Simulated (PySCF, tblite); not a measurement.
# C₇H₇FSi: geometry, infrared bands and NMR shifts

Wanted: the infrared bands and NMR shifts of C₇H₇FSi (`C#C[Si@H]1C/C(=C/F)C1=C`), by calculation.

The runs use tblite 0.8.0 and PySCF 2.14.0, with density-fitted response routines of our own; the level of theory stands in each step. All values are computed, except where a source is named. Atoms are numbered from 0 throughout.

## Step 1: Starting geometry

16 atoms, charge 0, multiplicity 1; geometry from: force field or distance geometry start.

Bonds of the start (Å): C0–C1 1.22, C1–Si2 1.79, Si2–C3 1.83, C3–C4 1.48, C4–C5 1.35, C5–F6 1.36, C4–C7 1.47, C7–C8 1.33, C7–Si2 1.83, C0–H9 1.05, Si2–H10 1.47, C3–H11 1.12, C3–H12 1.13, C5–H13 1.08, C8–H14 1.07, C8–H15 1.08.

## Step 2: Geometry optimisation with GFN2-xTB

Job settings and geometry (Å):

```
{"job": {"kind": "relax", "xc": "GFN2-xTB", "basis": "xTB"}, "charge": 0, "multiplicity": 1}
C      3.688800     0.479700     0.161200
C      2.559400     0.131800    -0.136400
Si     0.912700    -0.432200    -0.540400
C     -0.042700    -1.262500     0.786600
C     -1.251300    -0.522300     0.374500
C     -2.566500    -0.814900     0.291000
F     -3.415700     0.143900    -0.163000
C     -0.427000     0.654200     0.070000
C     -0.645300     1.960000     0.209900
H      4.658600     0.778400     0.430500
H      0.722100    -0.961300    -1.900800
H     -0.129600    -2.374000     0.702300
H      0.329500    -0.960900     1.810000
H     -2.878100    -1.801900     0.596300
H      0.066800     2.713700    -0.066500
H     -1.589300     2.277200     0.630800
```

Command:

```bash
> OMP_NUM_THREADS=1 python probes_run.py task.json out
```

The driver reads the jobs from task.json and runs them one after another.

**Question.** This job is followed by: GFN2-xTB harmonic vibrations, gas phase; GIAO PBE0/pcSseg-1 NMR shielding, non-relativistic, gas phase. What will the session give for the following? strongest single infrared mode (GFN2-xTB); zero-point energy (GFN2-xTB); 13C shifts against TMS (PBE0/pcSseg-1); 1H shifts against TMS (PBE0/pcSseg-1); 29Si shifts against TMS (PBE0/pcSseg-1); 19F shifts against CFCl3 (PBE0/pcSseg-1).

As calculated:

| quantity | value |
| --- | --- |
| strongest single infrared mode (GFN2-xTB) | 2252 cm⁻¹, 364 km/mol |
| zero-point energy (GFN2-xTB) | 68.4 kcal/mol |
| 13C shifts against TMS (PBE0/pcSseg-1) | 155.6, 151.4, 139.2, 128.0, 106.0, 87.4, 17.1 ppm |
| 1H shifts against TMS (PBE0/pcSseg-1) | 6.96, 6.69, 6.09, 5.14, 2.19, 2.13, 2.11 ppm |
| 29Si shifts against TMS (PBE0/pcSseg-1) | -50.4 ppm |
| 19F shifts against CFCl3 (PBE0/pcSseg-1) | -124.4 ppm |

What this shows: Over 92 steps the energy fell by 0.985 eV; of the close pairs, Si2–C3 changed most, 1.834 to 1.927 Å. No mode is imaginary among the 42: a minimum at this level. The strongest single mode, at 2252 cm⁻¹, moves mainly H10. Unscaled tight-binding wavenumbers are off by several per cent, some by more. Its intensities can rank the bands wrongly. H13 (hydrogen on an alkene CH) lies farthest downfield among hydrogen, at 6.96 ppm; attached to an sp2 carbon and in the plane of the double bond. At PBE0/pcSseg-1: The widest tensor belongs to C1: span 286 ppm, with a paramagnetic part of -158 ppm.
